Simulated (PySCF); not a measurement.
# MgZn: bond curves at several levels of theory

One job finds the state of MgZn, follows it along the bond with each method and fits the curves.

The runs use PySCF 2.14.0; Mg def2-SVPD, Zn def2-SVPD, no relativity.

## 1. The job

Settings of the job:

* atoms: Mg, Zn
* charge: 0
* basis: Mg def2-SVPD, Zn def2-SVPD
* Hamiltonian: no relativity
* basis functions: 55
* electrons treated: 42
* masses in u: 23.9850, 63.9291
* levels: PBE0, PBE, r²SCAN, LDA, M06-2X, revPBE, CAM-B3LYP, HF, MP2, SCS-MP2, CCSD, CCSD(T)
* grid: 80 radial by 434 angular points
* occupations: held fixed by the projection of orbital angular momentum
* dissociation limit: Mg + Zn, each in its ground configuration
* starting distance in angstrom: 2.545
* values of 2S to try: 0, 2

Run with:

```
$ OMP_NUM_THREADS=1 python dia.py task.json out
```

After the search, every level is run at each distance in turn; below they are sorted by level.

## 2. State search with unrestricted PBE0

Unrestricted PBE0 solutions at 2.545 Å, counted from the lowest. The search isn't exhaustive.

| 2Ms+1 | unpaired | term | E (eV) | ⟨S²⟩ | ⟨Lz²⟩ | μ (D) |
| --- | --- | --- | --- | --- | --- | --- |
| 1 | none | ¹Σ⁺ | 0.00 | 0.00 | 0.00 | 0.37 |
| 3 | σ ↑, π ↑ | ³Π | 1.26 | 2.01 | 1.00 | -0.10 |
| 1 | σ ↑, π ↓ | not assigned | 1.54 | 1.02 | 1.00 | -0.28 |
| 3 | σ ↑↑ | ³Σ⁺ | 1.56 | 2.00 | 0.00 | -0.77 |
| 3 | π ↑↑ | ³Σ⁻ | 3.53 | 2.03 | 0.00 | -0.75 |
| 1 | π ↑↓ | not assigned | 3.71 | 1.01 | 2.01 | -0.84 |
| 1 | none | not assigned | 4.14 | 0.00 | 2.00 | -0.91 |
| 3 | π ↑↑ | not assigned | 5.22 | 2.00 | 2.00 | -1.24 |

8 of 12 solutions are listed, lowest first. Solutions whose top level lies above zero are left out, so the zero of the table need not be the lowest of all.

A term symbol stands only where ⟨S²⟩ and ⟨Lz²⟩ are near those of a pure state. A positive dipole means Mg(−)Zn(+).

Followed over a short scan are these candidates:

| 2Ms+1 | unpaired | R at minimum (Å) | energy at minimum (eV) |
| --- | --- | --- | --- |
| 1 | none | 3.27 | 0.00 |
| 3 | σ ↑, π ↑ | 2.57 | 1.61 |
| 3 | σ ↑↑ | 2.79 | 1.80 |
| 1 | σ ↑, π ↓ | 2.55 | 1.88 |

The search made 12 SCF attempts at the starting distance; with the short scans it took 25 s of wall time (1 thread of Arm Neoverse N1, shared host).

## 3. First curve: PBE0

State followed: ¹Σ⁺ (singlet), closed shell. The scan is laid around 3.267 Å.

Log of the SCF at 3.267 Å:

```text
******** <class 'pyscf.dft.uks_symm.SymAdaptedUKS'> ********
method = SymAdaptedUKS
initial guess = minao
damping factor = 0
level_shift factor = 0
DIIS = <class 'pyscf.scf.diis.CDIIS'>
diis_start_cycle = 1
diis_space = 10
diis_damp = 0
SCF conv_tol = 1e-09
SCF conv_tol_grad = None
SCF max_cycles = 60
direct_scf = False
max_memory 909 MB (current use 355 MB)
number electrons alpha = 21  beta = 21
XC library pyscf.dft.libxc version 7.0.0
    S. Lehtola, C. Steigemann, M. J.T. Oliveira, and M. A.L. Marques.,  SoftwareX 7, 1–5 (2018)
XC functionals = PBE0
    C. Adamo and V. Barone.,  J. Chem. Phys. 110, 6158 (1999)
    M. Ernzerhof and G. E. Scuseria.,  J. Chem. Phys. 110, 5029 (1999)
small_rho_cutoff = 0
Overwritten attributes  get_hcore get_jk get_occ get_k get_j  of <class 'pyscf.dft.uks_symm.SymAdaptedUKS'>
<class 'pyscf.dft.uks_symm.SymAdaptedUKS'> does not have attributes  refdm
Set gradient conv threshold to 3.16228e-05
init E= -1978.77534605959
cycle= 1 E= -1978.77722746466  delta_E= -0.00188  |g|= 0.00296  |ddm|= 0.0296
cycle= 2 E= -1978.77722957713  delta_E= -2.11e-06  |g|= 0.00352  |ddm|= 0.013
cycle= 3 E= -1978.77723414997  delta_E= -4.57e-06  |g|= 0.000498  |ddm|= 0.00447
cycle= 4 E= -1978.77723429285  delta_E= -1.43e-07  |g|= 3.55e-05  |ddm|= 0.00107
cycle= 5 E= -1978.77723429547  delta_E= -2.62e-09  |g|= 7.33e-06  |ddm|= 0.0002
cycle= 6 E= -1978.77723429552  delta_E= -5.09e-11  |g|= 1.9e-06  |ddm|= 4.14e-05
Extra cycle  E= -1978.77723429552  delta_E= -3.18e-12  |g|= 2.08e-06  |ddm|= 1.03e-05
converged SCF energy = -1978.77723429552  <S^2> = 7.1054274e-15  2S+1 = 1
```

The curve and what changes along it:

| R (Å) | E (eV) | μ (D) | Mulliken charge of Mg (e) | Mayer bond order | ⟨S²⟩ | HOMO (eV) | LUMO (eV) |
| --- | --- | --- | --- | --- | --- | --- | --- |
| 2.8096 | 0.0944 | 0.29 | -0.18 | 0.64 | 0.00 | -4.72 | -1.46 |
| 2.9403 | 0.0396 | 0.25 | -0.16 | 0.57 | 0.00 | -4.80 | -1.39 |
| 3.0710 | 0.0114 | 0.21 | -0.14 | 0.50 | 0.00 | -4.87 | -1.33 |
| 3.1690 | 0.0021 | 0.18 | -0.12 | 0.45 | 0.00 | -4.92 | -1.29 |
| 3.2670 | 0.0000 | 0.16 | -0.10 | 0.41 | 0.00 | -4.97 | -1.25 |
| 3.3650 | 0.0030 | 0.14 | -0.09 | 0.37 | 0.00 | -5.02 | -1.22 |
| 3.4957 | 0.0125 | 0.11 | -0.08 | 0.32 | 0.00 | -5.08 | -1.22 |
| 3.6590 | 0.0296 | 0.08 | -0.06 | 0.27 | 0.00 | -5.15 | -1.21 |
| 3.8551 | 0.0534 | 0.05 | -0.04 | 0.22 | 0.00 | -5.21 | -1.20 |
| 4.1164 | 0.0849 | 0.02 | -0.03 | 0.16 | 0.00 | -5.28 | -1.17 |

Fit: Re = 3.253 Å, ωe = 93.3 cm⁻¹, ωexe = 1.17 cm⁻¹, αe = 0.00146 cm⁻¹, Be = 0.09134 cm⁻¹, De = 0.177 eV, μ = 0.16 D.

Orbitals nearest the gap at 3.267 Å:

| spin | orbital | ε (eV) | filled | made of |
| --- | --- | --- | --- | --- |
| both | σ | -12.81 | yes | Zn d 99 % |
| both | π | -12.80 | yes | Zn d 100 % |
| both | π | -12.80 | yes | Zn d 100 % |
| both | δ | -12.79 | yes | Zn d 100 % |
| both | δ | -12.79 | yes | Zn d 100 % |
| both | σ | -7.03 | yes | Zn s 68 %, Mg s 26 % |
| both | σ | -4.97 | yes | Mg s 70 %, Zn s 23 % |
| both | π | -1.25 | no | Mg p 62 %, Zn p 37 % |
| both | π | -1.25 | no | Mg p 62 %, Zn p 37 % |
| both | σ | -1.22 | no | Mg p 50 %, Zn p 42 % |

Polarisability there: 201.5 bohr³ along the bond, 101.0 across it.

## 4. Fields at the reference distance

Orbitals, density, ELF and potential are computed afterwards from the orbital file.

Frontier orbitals at PBE0, with the share of their density that lies nearest to each atom:

| orbital | energy (eV) | lies on |
| --- | --- | --- |
| HOMO-1 | -7.03 | Zn2 72 %; Mg1 28 % |
| HOMO | -4.97 | Mg1 72 %; Zn2 28 % |
| LUMO | -1.25 | Mg1 59 %; Zn2 41 % |

ELF in a plane through or near 2 of the atoms.

Ten even steps from ' ' (0.00) to '@' (1.00):
```
      ..--++######**++..            ..::::....          
    ..==%%@@@@@@@@@@%%==..        --++####**++--        
  ..++%%@@@@@@@@@@@@@@**::      ::**%%%%@@@@@@%%==..    
..==%%@@@@@@@@@@@@@@@@##==......--++++++**##@@@@%%==..  
::**@@@@@@@@@@@@@@@@@@%%==::..::==------==++%%@@@@**::  
==%%@@@@@@@@@@**++++**%%**--::--::::::::::::==##@@%%++..
**@@@@@@@@%%--..    ..++**++--::::........::::==@@@@##::
##@@@@@@@@--....----..::**++==::::::----::..::--%%@@%%==
%%@@@@@@##....**%%%%++..==**==::..==**##++::::::%%@@@@++
%%@@@@@@**  ::%%######  --**--::..**++==**--..::##@@@@**
%%@@@@@@**  ::%%######  --**--::..**++==**::..::##@@@@**
%%@@@@@@##....**%%%%++  ==**==::..==####++::::::%%@@@@++
##@@@@@@@@--....----..::**++==::::::----::..::--%%@@%%==
**@@@@@@@@%%--..    ..++**++--::::........::::==@@@@##::
==%%@@@@@@@@@@**++++**%%**--::--::::::::::::==##@@%%++..
::**@@@@@@@@@@@@@@@@@@%%==::..::==------==++%%@@@@**::  
..==%%@@@@@@@@@@@@@@@@##==......--++++++**##@@@@%%==..  
  ..++%%@@@@@@@@@@@@@@**::      ::**%%%%@@@@@@%%==..    
    ..==%%@@@@@@@@@@%%==..        --++####**++--        
      ..--++######**++..            ..::::....          
```
The map spans 8.5 Å across and 5.2 Å up, centred on the molecule. Atoms in the plane (x, y in Å): Mg1 (-1.6, 0.0), Zn2 (1.6, 0.0).

On the surface of density 0.002 e/bohr³ the electrostatic potential runs, from the 1st to the 99th percentile, from 0.20 V near Zn2 to 0.68 V near Mg1.

## 5. Higher solutions at PBE0

State 2: ³Π (triplet), unpaired electrons σ ↑, π ↑, an excited solution.

Output of the SCF at 3.267 Å:

```text
[... 13 set-up lines left out, the same as in an earlier log ...]
max_memory 909 MB (current use 408 MB)
number electrons alpha = 22  beta = 20
[... 7 set-up lines left out, the same as in an earlier log ...]
init E= -1978.69726715281
cycle= 1 E= -1978.70200058707  delta_E= -0.00473  |g|= 0.00447  |ddm|= 0.0343
cycle= 2 E= -1978.70201173133  delta_E= -1.11e-05  |g|= 0.00631  |ddm|= 0.0261
cycle= 3 E= -1978.70203051727  delta_E= -1.88e-05  |g|= 0.000849  |ddm|= 0.0097
cycle= 4 E= -1978.70203243497  delta_E= -1.92e-06  |g|= 0.000349  |ddm|= 0.00347
cycle= 5 E= -1978.70203396955  delta_E= -1.53e-06  |g|= 0.000181  |ddm|= 0.00423
cycle= 6 E= -1978.70203437485  delta_E= -4.05e-07  |g|= 0.000139  |ddm|= 0.00281
cycle= 7 E= -1978.70203444288  delta_E= -6.8e-08  |g|= 2.2e-05  |ddm|= 0.00111
cycle= 8 E= -1978.70203444645  delta_E= -3.58e-09  |g|= 9.12e-06  |ddm|= 0.000265
cycle= 9 E= -1978.70203444712  delta_E= -6.62e-10  |g|= 2.28e-06  |ddm|= 8.9e-05
Extra cycle  E= -1978.70203444714  delta_E= -2.68e-11  |g|= 1.39e-06  |ddm|= 1.36e-05
converged SCF energy = -1978.70203444714  <S^2> = 2.0081623  2S+1 = 3.0054366
```

No constants are quoted: the lowest point is the short end of the scan.

State 3: Ms = 0 determinant of mixed spin (⟨S²⟩ = 1.02), unpaired electrons σ ↑, π ↓, an excited solution.

Output of the SCF at 3.267 Å:

```text
[... 22 set-up lines left out, the same as in an earlier log ...]
init E= -1978.68239368182
cycle= 1 E= -1978.68797310452  delta_E= -0.00558  |g|= 0.00501  |ddm|= 0.0338
cycle= 2 E= -1978.68797752762  delta_E= -4.42e-06  |g|= 0.00735  |ddm|= 0.03
cycle= 3 E= -1978.68800812252  delta_E= -3.06e-05  |g|= 0.000938  |ddm|= 0.0125
cycle= 4 E= -1978.68800946845  delta_E= -1.35e-06  |g|= 0.000242  |ddm|= 0.003
cycle= 5 E= -1978.68801012449  delta_E= -6.56e-07  |g|= 0.000155  |ddm|= 0.00249
cycle= 6 E= -1978.6880103206  delta_E= -1.96e-07  |g|= 0.00011  |ddm|= 0.00154
cycle= 7 E= -1978.68801040484  delta_E= -8.42e-08  |g|= 2.39e-05  |ddm|= 0.00119
cycle= 8 E= -1978.6880104098  delta_E= -4.96e-09  |g|= 3.31e-06  |ddm|= 0.000377
cycle= 9 E= -1978.68801040985  delta_E= -4.46e-11  |g|= 6.65e-07  |ddm|= 3.07e-05
Extra cycle  E= -1978.68801040985  delta_E= -2.73e-12  |g|= 2.77e-07  |ddm|= 4.6e-06
converged SCF energy = -1978.68801040985  <S^2> = 1.0212355  2S+1 = 2.2549816
```

No constants are quoted: the lowest point is the short end of the scan.

Energy (eV) from the lowest point of the lowest state:

| R (Å) | lowest | state 2 | state 3 |
| --- | --- | --- | --- |
| 2.810 | 0.094 | 1.695 | 1.997 |
| 2.940 | 0.040 | 1.787 | 2.107 |
| 3.071 | 0.011 | 1.890 | 2.232 |
| 3.169 | 0.002 | 1.969 | 2.330 |
| 3.267 | 0.000 | 2.046 | 2.428 |
| 3.365 | 0.003 | 2.120 | 2.524 |
| 3.496 | 0.013 | 2.209 | 2.646 |
| 3.659 | 0.030 | 2.307 | 2.783 |
| 3.855 | 0.053 | 2.403 | 2.923 |
| 4.116 | 0.085 | 2.499 | 3.066 |

## 6. PBE (GGA)

Log of the SCF at 3.267 Å:

```text
[... 13 set-up lines left out, the same as in an earlier log ...]
max_memory 909 MB (current use 409 MB)
[... 3 set-up lines left out, the same as in an earlier log ...]
XC functionals = PBE
    J. P. Perdew, K. Burke, and M. Ernzerhof.,  Phys. Rev. Lett. 77, 3865 (1996)
    J. P. Perdew, K. Burke, and M. Ernzerhof.,  Phys. Rev. Lett. 78, 1396 (1997)
    J. P. Perdew, K. Burke, and M. Ernzerhof.,  Phys. Rev. Lett. 77, 3865 (1996)
    J. P. Perdew, K. Burke, and M. Ernzerhof.,  Phys. Rev. Lett. 78, 1396 (1997)
[... 2 set-up lines left out, the same as in an earlier log ...]
init E= -1978.73391454215
cycle= 1 E= -1978.73340809033  delta_E= 0.000506  |g|= 0.0846  |ddm|= 0.183
cycle= 2 E= -1978.73044202758  delta_E= 0.00297  |g|= 0.139  |ddm|= 0.162
cycle= 3 E= -1978.73504964559  delta_E= -0.00461  |g|= 0.00288  |ddm|= 0.109
cycle= 4 E= -1978.73505961912  delta_E= -9.97e-06  |g|= 0.00111  |ddm|= 0.0143
cycle= 5 E= -1978.73506235108  delta_E= -2.73e-06  |g|= 0.000125  |ddm|= 0.004
cycle= 6 E= -1978.73506236434  delta_E= -1.33e-08  |g|= 4.35e-05  |ddm|= 0.000418
cycle= 7 E= -1978.73506236624  delta_E= -1.9e-09  |g|= 5.85e-06  |ddm|= 0.00012
cycle= 8 E= -1978.73506236629  delta_E= -4.84e-11  |g|= 2.29e-07  |ddm|= 1.77e-05
Extra cycle  E= -1978.73506236629  delta_E= 2.27e-12  |g|= 3.21e-07  |ddm|= 1.4e-06
converged SCF energy = -1978.73506236629  <S^2> = 1.4210855e-14  2S+1 = 1
```

Re = 3.119 Å, ωe = 110.6 cm⁻¹, ωexe = 1.20 cm⁻¹, αe = 0.00141 cm⁻¹, Be = 0.09934 cm⁻¹, De = 0.255 eV, μ = 0.16 D. 12 s of CPU time for 12 points, integrals apart.

## 7. r²SCAN

Output of the SCF at 3.267 Å:

```text
[... 17 set-up lines left out, the same as in an earlier log ...]
XC functionals = R2SCAN
    J. W. Furness, A. D. Kaplan, J. Ning, J. P. Perdew, and J. Sun.,  J. Phys. Chem. Lett. 11, 8208-8215 (2020)
    J. W. Furness, A. D. Kaplan, J. Ning, J. P. Perdew, and J. Sun.,  J. Phys. Chem. Lett. 11, 9248-9248 (2020)
    J. W. Furness, A. D. Kaplan, J. Ning, J. P. Perdew, and J. Sun.,  J. Phys. Chem. Lett. 11, 8208-8215 (2020)
    J. W. Furness, A. D. Kaplan, J. Ning, J. P. Perdew, and J. Sun.,  J. Phys. Chem. Lett. 11, 9248-9248 (2020)
[... 2 set-up lines left out, the same as in an earlier log ...]
init E= -1979.07549560114
cycle= 1 E= -1979.07595794488  delta_E= -0.000462  |g|= 0.012  |ddm|= 0.121
cycle= 2 E= -1979.07591823842  delta_E= 3.97e-05  |g|= 0.0167  |ddm|= 0.0403
cycle= 3 E= -1979.07602930777  delta_E= -0.000111  |g|= 0.000571  |ddm|= 0.0193
cycle= 4 E= -1979.07602970205  delta_E= -3.94e-07  |g|= 0.000467  |ddm|= 0.00353
cycle= 5 E= -1979.0760299284  delta_E= -2.26e-07  |g|= 2.66e-05  |ddm|= 0.00109
cycle= 6 E= -1979.07602992992  delta_E= -1.53e-09  |g|= 6.3e-06  |ddm|= 0.000226
cycle= 7 E= -1979.07602992999  delta_E= -6.41e-11  |g|= 2.76e-06  |ddm|= 3.17e-05
Extra cycle  E= -1979.07602992998  delta_E= 3.64e-12  |g|= 2.85e-06  |ddm|= 2.37e-05
converged SCF energy = -1979.07602992998  <S^2> = 7.1054274e-15  2S+1 = 1
```

Re = 3.087 Å, ωe = 115.8 cm⁻¹, ωexe = 1.28 cm⁻¹, αe = 0.00144 cm⁻¹, Be = 0.1014 cm⁻¹, De = 0.248 eV, μ = 0.12 D.

(Part 1 of 2 ends here.)
